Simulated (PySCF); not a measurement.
# C₆H₆O₂S: a tour of settings, part 2 of 2

PySCF 2.14.0. Atoms count from 0. The steps go on from the part before.

## 5. Spin-spin couplings: PW91/pcSseg-0

What the job is given:

```
{"job": {"kind": "j", "xc": "PW91", "basis": "pcSseg-0"}, "charge": 0, "multiplicity": 1}
C     -3.050071     0.364736     0.499504
C     -1.718193     0.113099    -0.152794
O     -1.538561    -0.124163    -1.314345
O     -0.742349     0.194581     0.776085
C      0.579888     0.009431     0.480114
C      1.227895    -0.272472    -0.680704
C      2.626249    -0.372090    -0.489013
C      3.006014    -0.167123     0.794762
S      1.666084     0.157359     1.827902
H     -3.216228    -0.372667     1.281516
H     -3.836591     0.301029    -0.245813
H     -3.050041     1.350547     0.958937
H      0.734648    -0.402491    -1.624996
H      3.313769    -0.588575    -1.286170
H      3.993072    -0.183211     1.210656
```

With the program's defaults for keys left out, this is: PW91/pcSseg-0 indirect spin-spin coupling, non-relativistic, gas phase.

Output:

```text
coarse grid: 14032 points
cycle   1  E = -779.2547591578  dE =  1.564e+00  |g| = 9.868e-01  |ddm| = 4.548e+00
cycle   2  E = -778.0458726749  dE =  1.209e+00  |g| = 2.549e+00  |ddm| = 4.325e+00
cycle   3  E = -779.3757004184  dE = -1.330e+00  |g| = 6.454e-01  |ddm| = 3.715e+00
cycle   4  E = -779.4564373120  dE = -8.074e-02  |g| = 1.467e-01  |ddm| = 7.068e-01
cycle   5  E = -779.4595254802  dE = -3.088e-03  |g| = 6.157e-02  |ddm| = 1.783e-01
cycle   6  E = -779.4603281353  dE = -8.027e-04  |g| = 2.372e-02  |ddm| = 8.096e-02
cycle   7  E = -779.4604649389  dE = -1.368e-04  |g| = 8.951e-03  |ddm| = 3.859e-02
cycle   8  E = -779.4604869404  dE = -2.200e-05  |g| = 1.939e-03  |ddm| = 1.273e-02
cycle   9  E = -779.4604878546  dE = -9.142e-07  |g| = 3.453e-04  |ddm| = 2.772e-03
final grid: 133648 points
cycle  10  E = -779.4161793329  dE = -3.792e-05  |g| = 7.796e-03  |ddm| = 3.698e-02
cycle  11  E = -779.4161389214  dE =  4.041e-05  |g| = 1.457e-02  |ddm| = 2.719e-02
cycle  12  E = -779.4161928252  dE = -5.390e-05  |g| = 2.595e-03  |ddm| = 2.143e-02
cycle  13  E = -779.4161943565  dE = -1.531e-06  |g| = 6.334e-04  |ddm| = 3.501e-03
cycle  14  E = -779.4161944347  dE = -7.819e-08  |g| = 2.991e-04  |ddm| = 1.040e-03
cycle  15  E = -779.4161944505  dE = -1.581e-08  |g| = 1.126e-04  |ddm| = 3.668e-04
cycle  16  E = -779.4161944534  dE = -2.829e-09  |g| = 2.863e-05  |ddm| = 1.525e-04
cycle  17  E = -779.4161944536  dE = -2.115e-10  |g| = 1.062e-05  |ddm| = 4.829e-05
converged SCF energy = -779.4161944536

Indirect spin-spin couplings (Hz)
  i      j    bonds     total        FC       PSO       DSO        SD
  0 C    9 H    1    133.123   130.778     1.534     0.811         -
  0 C   10 H    1    138.344   136.106     1.456     0.781         -
  0 C   11 H    1    133.210   130.866     1.533     0.811         -
  0 C   12 H    5      0.283     0.396     0.102    -0.215         -
  1 C    9 H    2    -10.534   -10.647    -0.031     0.145         -
  1 C   10 H    2     -6.437    -6.225    -0.321     0.108         -
  1 C   11 H    2    -10.520   -10.632    -0.031     0.143         -
  1 C   12 H    4     -0.509    -0.300    -0.296     0.086         -
  1 C   14 H    5      0.344     0.561     0.069    -0.285         -
  2 O    9 H    3     -1.977    -2.461     0.246     0.237         -
  2 O   10 H    3     -0.434    -1.042     0.606     0.002         -
  2 O   11 H    3     -1.985    -2.470     0.247     0.238         -
  2 O   12 H    5      0.248     0.129     0.438    -0.319         -
  3 O    9 H    3      0.026     0.021     0.093    -0.088         -
  3 O   10 H    3    -10.728   -10.938    -0.018     0.227         -
  3 O   11 H    3      0.017     0.013     0.093    -0.089         -
  3 O   12 H    3      0.369     0.007     0.344     0.018         -
  3 O   14 H    4     -1.732    -1.937     0.003     0.202         -
  4 C    9 H    4     -0.714    -0.576     0.046    -0.184         -
  4 C   10 H    4      2.719     2.925     0.103    -0.309         -
  4 C   11 H    4     -0.709    -0.570     0.046    -0.185         -
  4 C   12 H    2     -1.813    -0.704    -1.023    -0.087         -
  4 C   13 H    3     12.539    12.771     0.165    -0.397         -
  4 C   14 H    3      8.228     8.622     0.045    -0.439         -
  5 C   10 H    5     -0.259    -0.114     0.058    -0.203         -
  5 C   12 H    1    187.073   185.224     0.658     1.191         -
  5 C   13 H    2      1.176     2.064    -0.634    -0.253         -
  5 C   14 H    3      7.052     7.523     0.027    -0.498         -
  6 C    9 H    6     -0.308    -0.177     0.055    -0.187         -
  6 C   11 H    6     -0.308    -0.176     0.055    -0.187         -
  6 C   12 H    2     -0.469     0.332    -0.555    -0.246         -
  6 C   13 H    1    182.607   180.815     0.775     1.016         -
  6 C   14 H    2     -2.446    -1.088    -0.939    -0.420         -
  7 C   12 H    3     11.171    11.499     0.142    -0.470         -
  7 C   13 H    2      1.671     3.024    -1.007    -0.346         -
  7 C   14 H    1    205.440   203.931     0.444     1.065         -
  8 S   12 H    3      1.359     1.536    -0.043    -0.134         -
  8 S   13 H    3      1.375     1.609    -0.093    -0.141         -
  8 S   14 H    2     13.048    14.028    -0.912    -0.068         -
  9 H   10 H    2    -12.057   -10.770     1.148    -2.436         -
  9 H   11 H    2    -14.817   -13.847     1.219    -2.189         -
  9 H   12 H    6     -0.628    -0.097     0.307    -0.838         -
  9 H   13 H    7     -0.447     0.019     0.298    -0.764         -
  9 H   14 H    7     -0.557    -0.065     0.239    -0.730         -
 10 H   11 H    2    -12.053   -10.765     1.148    -2.436         -
 10 H   12 H    6     -0.419    -0.000     0.250    -0.669         -
 10 H   13 H    7     -0.406     0.016     0.293    -0.715         -
 10 H   14 H    7     -0.498     0.030     0.307    -0.835         -
 11 H   12 H    6     -0.629    -0.097     0.308    -0.839         -
 11 H   13 H    7     -0.447     0.019     0.299    -0.765         -
 11 H   14 H    7     -0.556    -0.064     0.239    -0.730         -
 12 H   13 H    3      3.121     3.379     0.149    -0.407         -
 12 H   14 H    4     -0.683     0.510     0.731    -1.924         -
 13 H   14 H    3      3.759     4.407     0.156    -0.804         -
```

It took 15 s on 1 thread of Arm Neoverse V1, shared host; peak memory 0.49 GiB.

This basis has no tight s functions, so the Fermi-contact terms are rough.

A choice of the couplings up to four bonds, sorted by the number of bonds, with means over like pairs; isotopes 13C, 1H, 17O, 33S:

```
   pair  bonds  J (Hz)  Fermi contact (Hz)  dihedral (°)
 C7–H14      1   205.4               203.9             –
 C5–H12      1   187.1               185.2             –
 C6–H13      1   182.6               180.8             –
  C0–H9      1   134.9               132.6             –
 S8–H14      2    13.0                14.0             –
 H9–H10      2   -13.0               -11.8             –
  C1–H9      2    -9.2                -9.2             –
 C6–H14      2    -2.4                -1.1             –
 C4–H12      2    -1.8                -0.7             –
 C7–H13      2     1.7                 3.0             –
 C5–H13      2     1.2                 2.1             –
 C4–H13      3    12.5                12.8          -180
 C7–H12      3    11.2                11.5          -180
 C4–H14      3     8.2                 8.6           180
 C5–H14      3     7.1                 7.5          -180
H13–H14      3     3.8                 4.4             0
  O3–H9      3    -3.6                -3.6             –
H12–H13      3     3.1                 3.4             0
  O2–H9      3    -1.5                -2.0             –
 S8–H13      3     1.4                 1.6           180
 O3–H14      4    -1.7                -1.9             –
```

The spin-dipole term was not solved, so all couplings lack that part.

The response was solved for the nuclei of H alone, so couplings that need other nuclei can be missing.

Quadrupole couplings from the field gradients of the same density:

```
atom  isotope  eQq/h (MHz)     η
  S8      33S        -28.4  0.83
  O3      17O        -11.4  0.14
  O2      17O         10.3  0.18
```

Shifts (PBE0/pcSseg-1, scaled to CDCl3) and these couplings together give the proton spectrum at 400 MHz below.

1H NMR δ 7.70 (d, J = 3.1 Hz, 1H), 6.68 (t, J = 3.4 Hz, 1H), 6.34 (d, J = 3.8 Hz, 1H), 2.24 (s, 3H).

## 6. Shielding tensors: LDA/MINI

Same as in step 5 but for these lines:

```diff
@@ -1,2 +1,2 @@
-{"job": {"kind": "j", "xc": "PW91", "basis": "pcSseg-0"}, "charge": 0, "multiplicity": 1}
+{"job": {"kind": "nmr", "xc": "LDA", "basis": "MINI", "pop": false, "scf": {"aux": "def2-qzvpp-jkfit"}}, "charge": 0, "multiplicity": 1}
 C     -3.050071     0.364736     0.499504
```

With the program's defaults for keys left out, this is: GIAO LDA/MINI NMR shielding, non-relativistic, gas phase.

Output:

```text
final grid: 133648 points
cycle   1  E = -771.2032415389  dE =  1.760e+00  |g| = 7.439e-01  |ddm| = 6.646e+00
cycle   2  E = -770.1035194744  dE =  1.100e+00  |g| = 2.129e+00  |ddm| = 4.012e+00
cycle   3  E = -771.2915104115  dE = -1.188e+00  |g| = 5.958e-01  |ddm| = 3.361e+00
cycle   4  E = -771.3853339812  dE = -9.382e-02  |g| = 1.313e-01  |ddm| = 9.700e-01
cycle   5  E = -771.3897628520  dE = -4.429e-03  |g| = 3.997e-02  |ddm| = 1.978e-01
cycle   6  E = -771.3903031256  dE = -5.403e-04  |g| = 1.247e-02  |ddm| = 8.330e-02
cycle   7  E = -771.3903512149  dE = -4.809e-05  |g| = 3.364e-03  |ddm| = 2.317e-02
cycle   8  E = -771.3903543230  dE = -3.108e-06  |g| = 1.323e-03  |ddm| = 7.069e-03
cycle   9  E = -771.3903548992  dE = -5.762e-07  |g| = 5.190e-04  |ddm| = 3.059e-03
cycle  10  E = -771.3903549937  dE = -9.452e-08  |g| = 7.466e-05  |ddm| = 1.004e-03
cycle  11  E = -771.3903549956  dE = -1.857e-09  |g| = 3.025e-05  |ddm| = 1.876e-04
cycle  12  E = -771.3903549959  dE = -3.383e-10  |g| = 7.653e-06  |ddm| = 6.791e-05
converged SCF energy = -771.3903549959

GIAO shielding tensors (ppm)
atom      isotropic    diamagn.    paramagn.     s11        s22        s33       span
  0 C      190.592     242.123     -51.531    177.905    181.028    212.843     34.937
  1 C      119.109     242.558    -123.448     39.955    137.487    179.886    139.931
  2 O     -184.952     384.651    -569.603   -623.122   -306.370    374.636    997.758
  3 O      133.420     375.292    -241.872    -65.626    102.876    363.011    428.638
  4 C       84.943     240.682    -155.738     53.176     75.080    126.574     73.397
  5 C      121.519     243.796    -122.277     69.911    102.040    192.607    122.696
  6 C      113.605     248.566    -134.961     62.319     94.097    184.399    122.080
  7 C      113.500     251.904    -138.403     55.807    101.831    182.864    127.057
  8 S      459.395    1050.061    -590.667    357.746    380.564    639.874    282.128
  9 H       27.673      25.099       2.574     22.338     26.115     34.566     12.228
 10 H       27.655      27.632       0.022     21.942     25.991     35.030     13.088
 11 H       27.670      25.012       2.658     22.333     26.116     34.562     12.229
 12 H       22.757      25.054      -2.297     16.143     24.774     27.355     11.212
 13 H       23.190      28.823      -5.633     18.511     22.872     28.186      9.676
 14 H       23.428      30.245      -6.816     19.440     23.250     27.595      8.154
```

It took 7.5 s on 1 thread of Arm Neoverse V1, shared host; peak memory 0.35 GiB.

Key values: δ C4 137.3, C7 108.8, C6 108.7, C1 103.1, H12 7.64, H13 7.21 ppm.

## 7. Run by run: NMR shifts

Shifts (ppm) of some atoms, chosen among heavy atoms and hydrogens apart, means over like atoms, with basis size and wall time:

```
              run     C1     C4     C6   H12    H9     O2     O3  functions   time
    PBE0/pcSseg-1  171.9  165.0  130.1  8.06  2.26  464.0  235.8        190   30 s
wB97X-D/6-31++G**  163.0  158.3  120.7  8.10  2.23  408.1  205.0        202   41 s
         LDA/MINI  103.1  137.3  108.7  7.64  2.74  561.7  243.3         55  7.5 s
```

## 8. Results

What follows sums up all 2 parts.

```
                                                              quantity                                            value
                                13C shifts against TMS (PBE0/pcSseg-1)      171.9, 165.0, 130.1, 121.5, 118.1, 24.3 ppm
1H shifts against TMS (PBE0/pcSseg-1, means over atoms taken as alike)                       8.06, 6.97, 6.61, 2.26 ppm
                                17O shifts against H2O (PBE0/pcSseg-1)                                 464.0, 235.8 ppm
                                33S shifts against CS2 (PBE0/pcSseg-1)                                          201 ppm
                                       lowest singlet (PBE0/def2-SVPD)                      5.17 eV (240 nm), f = 0.245
                                                        lowest triplet                                          3.58 eV
                         largest coupling of the table (PW91/pcSseg-0)                         1J(C,H) C7–H14, 205.4 Hz
                                              range of the shift of O2                               408.1 to 561.7 ppm
                                         property runs in this session  5, of which 0 failed and 1 gave unsound results
```

In words: Single values in the summary come from the first run of each kind that ended normally (PBE0/pcSseg-1; PBE0/def2-SVPD; PW91/pcSseg-0), which need not be the best level. The most deshielded carbon is C1 (ester carbonyl carbon), at 171.9 ppm: it is a carbonyl in resonance with an O or N lone pair, the region of acids, esters and amides. At PBE0/pcSseg-1: Shielding is most anisotropic at O2 (span 706 ppm, paramagnetic term -533 ppm). NICS(1)zz of -24 ppm above the planar ring from C4 marks a diatropic (aromatic) ring current. The lowest singlet, at 5.17 eV, is HOMO→LUMO 0.96 and is bright. The lowest triplet lies 1.59 eV below the lowest singlet (triplets in Tamm-Dancoff, singlets in full TDDFT). In the run at PW91/pcSseg-0, the largest coupling of the table is C7–H14, 205.4 Hz, of which the Fermi-contact term gives 203.9 Hz. Couplings across rotatable bonds belong to this one conformer; where others are populated, the observed values are averages. Among the atoms with a shift in every run: Across the 3 runs the shift of O2 moves most, between 408.1 (wB97X-D/6-31++G**) and 561.7 ppm (LDA/MINI). A minimal basis is unusable for shieldings, so that end is no result. Couplings from bases without tight functions are rough.
